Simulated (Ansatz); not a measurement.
I need a single point in a Gaussian basis of AlH3OS2, SMILES [OH][Al]([SH])[SH]. Use the Python package of Ansatz (0.2.0). Settings: r2SCAN, 6-31G basis, multiplicity 1.

```xyz
7

O    -1.9435    0.0267    0.2748
Al   -0.2604   -0.4973    0.0797
S     1.0540   -0.6333    1.8868
S     0.6260   -1.0173   -1.9721
H    -1.9408    1.0476    0.1386
H     1.5218    0.7097    1.7400
H     1.0042    0.2959   -2.1935
```

`energy_alh3os2.py`:
```python
"""Single point of AlH3OS2 in a Gaussian basis."""

from pathlib import Path

import ansatz as az
from ase import Atoms
import numpy as np

atoms = Atoms(["O", "Al", "S", "S", "H", "H", "H"], positions=[
    [-1.9435, 0.0267, 0.2748],
    [-0.2604, -0.4973, 0.0797],
    [1.054, -0.6333, 1.8868],
    [0.626, -1.0173, -1.9721],
    [-1.9408, 1.0476, 0.1386],
    [1.5218, 0.7097, 1.74],
    [1.0042, 0.2959, -2.1935],
])
geometry = az.Crystal.molecule_from_ase(atoms)

base = geometry.calculation()
base = base.basis(gaussian="6-31G")
base = base.functional("r2scan")
base = base.forces()
base = base.orbitals()
result = base.run(threads=1, pin="off", runs_dir="out")
report = result.report

print("reference energy %16.6f eV" % report["reference_energy_ev"])
print("total energy     %16.6f eV" % report["free_energy_ev"])
print("occupied orbitals outside the frozen core (up, down):", report["n_occupied"], " frozen:", report["n_frozen"], " virtual:", report["n_virtual"])

field = report["mean_field"]
print("<S^2> =", round(abs(field["state"]["spin_squared"]), 4), " all-electron relativity setting:", field["relativity"])
print("passes:", field["passes"])
if "symmetry" in field:
    print("occupied orbitals by irrep:", field["symmetry"]["occupied"])

symbols = [site.symbol for site in geometry.cartesian_sites]
print("forces (eV/A)")
for symbol, f in zip(symbols, report["forces_ev_ang"]):
    print(f"  {symbol:2s} {f[0]:9.4f} {f[1]:9.4f} {f[2]:9.4f}")

charges = report["charge_distribution"]
print("dipole moment", round(4.803205 * float(np.linalg.norm(charges["dipole_moment_e_ang"])), 3), "D")
print("Mulliken:", [(s, round(q, 3)) for s, q in zip(symbols, charges["mulliken_charges_e"])])

lines = Path(report["orbitals_path"]).read_text().splitlines()
field_of = lambda key: [line.split("=")[1].strip() for line in lines if line.startswith(key)]
orbitals = [(27.211386 * float(e), s, float(n)) for e, s, n in zip(field_of("Ene="), field_of("Spin="), field_of("Occup="))]
homo = max(e for e, _, n in orbitals if n > 0.5)
lumo = min(e for e, _, n in orbitals if n < 0.5)
for e, spin, n in sorted(orbitals):
    if homo - 10 < e < lumo + 5:
        print(f"{spin:6s} {e:10.3f} eV  occupation {n:.0f}")
```

```console
$ python energy_alh3os2.py
reference energy    -30359.106174 eV
total energy        -30359.106174 eV
occupied orbitals outside the frozen core (up, down): [28, 28]  frozen: 0  virtual: [26, 26]
<S^2> = 0.0  all-electron relativity setting: none
passes: {'evaluations': 15, 'products': 11}
occupied orbitals by irrep: [{'A': 28}, {'A': 28}]
forces (eV/A)
  O     0.8056    2.1740   -0.4804
  Al   -0.2163   -0.4392   -0.3691
  S     0.5729    0.8367    0.3727
  S    -0.1490    0.1023    0.1096
  H    -0.8365   -1.7643    0.3399
  H    -0.2325   -0.8748    0.1491
  H     0.0558   -0.0348   -0.1218
dipole moment 3.837 D
Mulliken: [('O', -0.773), ('Al', 0.886), ('S', -0.329), ('S', -0.336), ('H', 0.396), ('H', 0.083), ('H', 0.073)]
Alpha     -12.684 eV  occupation 2
Alpha     -11.269 eV  occupation 2
Alpha     -10.773 eV  occupation 2
Alpha      -9.884 eV  occupation 2
Alpha      -8.593 eV  occupation 2
Alpha      -8.556 eV  occupation 2
Alpha      -7.498 eV  occupation 2
Alpha      -6.989 eV  occupation 2
Alpha      -6.483 eV  occupation 2
Alpha      -2.630 eV  occupation 0
Alpha      -2.306 eV  occupation 0
Alpha      -0.540 eV  occupation 0
Alpha      -0.181 eV  occupation 0
Alpha       0.664 eV  occupation 0
Alpha       2.027 eV  occupation 0
```

Reading the output:
- These settings explore the input space; basis and method may be short of convergence.
- The geometry is a force-field or estimated start, not a minimum of this method, and the basis set is short of its limit.
- Alpha marks a spatial orbital of a restricted run, filled by both spins.
- Levels such as HOMO and LUMO are orbital energies: with these approximate functionals they aren't the ionisation energy and electron affinity, and their gap isn't the fundamental gap.
- The whole script took 5.4 s on 1 thread of Intel(R) Xeon(R) Processor @ 2.70GHz, with other jobs on the host, peak memory 0.2 GiB.

(Lines on the test bed's own set-up are left out of the output.)
